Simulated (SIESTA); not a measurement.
CsLiCr2Te2S3:

```
Cs Li Cr Te S
1.0
     7.05684    0.00000    0.00000
     0.00000    3.98060    0.00000
    -2.67333    0.00000    8.68168
Cs Li Cr Te S
1 1 2 2 3
Cartesian
  -0.4619 0.0000 3.2735
  3.9900 1.9903 6.8484
  -1.6370 0.0000 8.2143
  1.5865 1.9903 8.4356
  3.1793 0.0000 1.3257
  1.9223 0.0000 6.5020
  4.3382 0.0000 5.9471
  -0.4797 1.9903 7.3275
  6.6521 1.9903 0.4651
```

The cell was built by a generator and needn't be a form met in nature.

- Program: SIESTA 5.4.2
- Task: single point
- Functional: PBE
- Potentials or basis: PseudoDojo 0.4 standard (PBE files)
- Basis: DZP (energy shift 0.003 Ry; two zetas on semicore shells; d shell added on Cs)
- Grid cutoff: 800 Ry
- Energy shift: 0.003 Ry
- k mesh: 4 × 7 × 3
- Occupations: fermi-dirac, width 0.05 eV
- Spin: collinear spin, ferromagnetic start
- Starting moments: [0.0, 0.0, 3.0, 3.0, 0.0, 0.0, 0.0, 0.0, 0.0] μB

On this cell: pressure 0.8 GPa; largest force 0.418 eV/Å; net moment 6.00 μB per cell; site moments Cs -0.02; Li -0.02; Cr +3.58, +3.45; Te -0.39, -0.17; S -0.06, -0.22, -0.14 μB; band gap on the k mesh 0.42 eV, indirect (least direct gap 0.73 eV).

The same run follows on a disturbed copy (atoms moved at random, drawn with an rms of 0.05 Å):

```xyz
9
Lattice="7.0568 0.0000 0.0000 0.0000 3.9806 0.0000 -2.6733 0.0000 8.6817" Properties=species:S:1:pos:R:3 pbc="T T T"
Cs   -0.5066    0.0046    3.2484
Li    3.9486    2.0005    6.8869
Cr   -1.6087   -0.0123    8.2470
Cr    1.6059    1.9926    8.4259
Te    3.1656   -0.0243    1.2822
Te    1.9024   -0.0055    6.5390
S     4.3212   -0.0424    5.9202
S    -0.4634    2.0209    7.3290
S     6.6190    2.0143    0.4569
```

Task: What does the disturbed cell give?

Result: The energy moves by +8.8 meV/atom; pressure 1.1 GPa; largest force 0.603 eV/Å; net moment 6.00 μB per cell; site moments Cs -0.02; Li -0.02; Cr +3.60, +3.41; Te -0.37, -0.17; S -0.07, -0.23, -0.13 μB; band gap on the k mesh 0.36 eV, indirect (least direct gap 0.71 eV).

Forces on the atoms (eV/Å):
```
Cs   0.035  0.019  0.076
Li   0.163 -0.361 -0.319
Cr  -0.391  0.148 -0.407
Cr  -0.122 -0.064  0.183
Te   0.174  0.137  0.560
Te  -0.113  0.025 -0.428
S    0.279  0.387  0.083
S   -0.271 -0.202 -0.122
S    0.246 -0.089  0.373
```

Stress tensor (GPa, compression positive):
```
 1.22 -0.03 -0.02
-0.03  0.74 -0.05
-0.02 -0.05  1.48
```

Caveats: spin-orbit coupling is left out, which moves the levels of the heavy elements; an odd mesh through Γ misses points on the zone boundary, where band edges often lie; the basis of atomic orbitals isn't converged, which shifts pressures, moduli and gaps; only a ferromagnetic start was run, and an antiferromagnetic order may lie lower in energy.
